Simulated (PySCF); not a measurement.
# F5Si: the cost of one run

Computed with PySCF 2.14.0. Level: levels as typed in each script, gas phase, geometry from GFN2-xTB.

## Step 1: The starting structure

SMILES `F[Si-](F)(F)(F)F`, 6 atoms, charge -1, spin multiplicity 1.

Bond lengths: F1–Si2 1.647 Å, Si2–F3 1.647 Å, Si2–F4 1.612 Å, Si2–F5 1.647 Å, Si2–F6 1.647 Å. Angles: F1–Si2–F3 156.7°, F1–Si2–F4 101.6°, F1–Si2–F5 87.7°, F1–Si2–F6 87.7°, F3–Si2–F4 101.7°, F3–Si2–F5 87.7°, F3–Si2–F6 87.7°, F4–Si2–F5 101.7°, F4–Si2–F6 101.6°, F5–Si2–F6 156.7°.

Coordinates:

```
atom    x (Å)    y (Å)    z (Å)
  F1   0.1639  -1.6044   0.3755
 Si2   0.0000   0.0001   0.0430
  F3  -0.1642   1.6043   0.3757
  F4   0.0003   0.0002  -1.5693
  F5  -1.6044  -0.1642   0.3754
  F6   1.6044   0.1640   0.3758
```

## Step 2: Response to an electric field (TPSSh/cc-pvdz)

input.py reads:

```python
import numpy as np
from pyscf import gto, scf, dft
from pyscf.scf import atom_ks, atom_hf
from scipy.linalg import block_diag

def solve(mol, dm0=None, hcore=None):
    mf = (dft.UKS if mol.spin else dft.RKS)(mol, xc='tpssh')
    mf.grids.level = 3
    mf = mf.density_fit(auxbasis='def2-universal-jkfit')
    mf.conv_tol, mf.max_cycle = 1e-8, 80
    if hcore is not None:
        mf.get_hcore = lambda *args: hcore
    mf.kernel(dm0)
    if not mf.converged:
        mf = mf.newton().run(mf.mo_coeff, mf.mo_occ, max_cycle=30)
    assert mf.converged, 'SCF not converged'
    return mf

mol = gto.M(atom='''
F      0.16393    -1.60443     0.37548
Si     0.00002     0.00008     0.04302
F     -0.16422     1.60435     0.37569
F      0.00028     0.00018    -1.56925
F     -1.60440    -0.16419     0.37540
F      1.60439     0.16397     0.37576
''', basis='cc-pvdz', charge=-1, spin=0, verbose=4)
field = np.array([-0.002, -0.0, -0.0])  # atomic units
mol.set_common_orig(mol.atom_charges() @ mol.atom_coords() / mol.atom_charges().sum())
mf = solve(mol)
out = dict(dm0=mf.make_rdm1(), d0=mf.dip_moment(unit='AU'), e0=mf.e_tot)
for name, sign in (('p', 1), ('m', -1)):
    h = mf.get_hcore() + sign * np.einsum('x,xij->ij', field, mol.intor('int1e_r'))
    mi = solve(mol, mf.make_rdm1(), h)
    out.update({'dm' + name: mi.make_rdm1(), 'd' + name: mi.dip_moment(unit='AU'), 'e' + name: mi.e_tot})
# spherically averaged free atoms, for the promolecule
atm = atom_ks.get_atm_nrks(mol, xc='tpssh')
pro = block_diag(*[(atm[a[0]][2] * atm[a[0]][3]) @ atm[a[0]][2].T for a in mol._atom])
np.savez('result.npz', pro=pro, **out)
```

Command:

```console
$ OMP_NUM_THREADS=1 python input.py
```

**Question.** How long does this run take on 1 thread of AMD EPYC 7R43 (Zen 3), shared host, and how much memory does it need?

About 18 s, with a peak of 0.45 GiB.
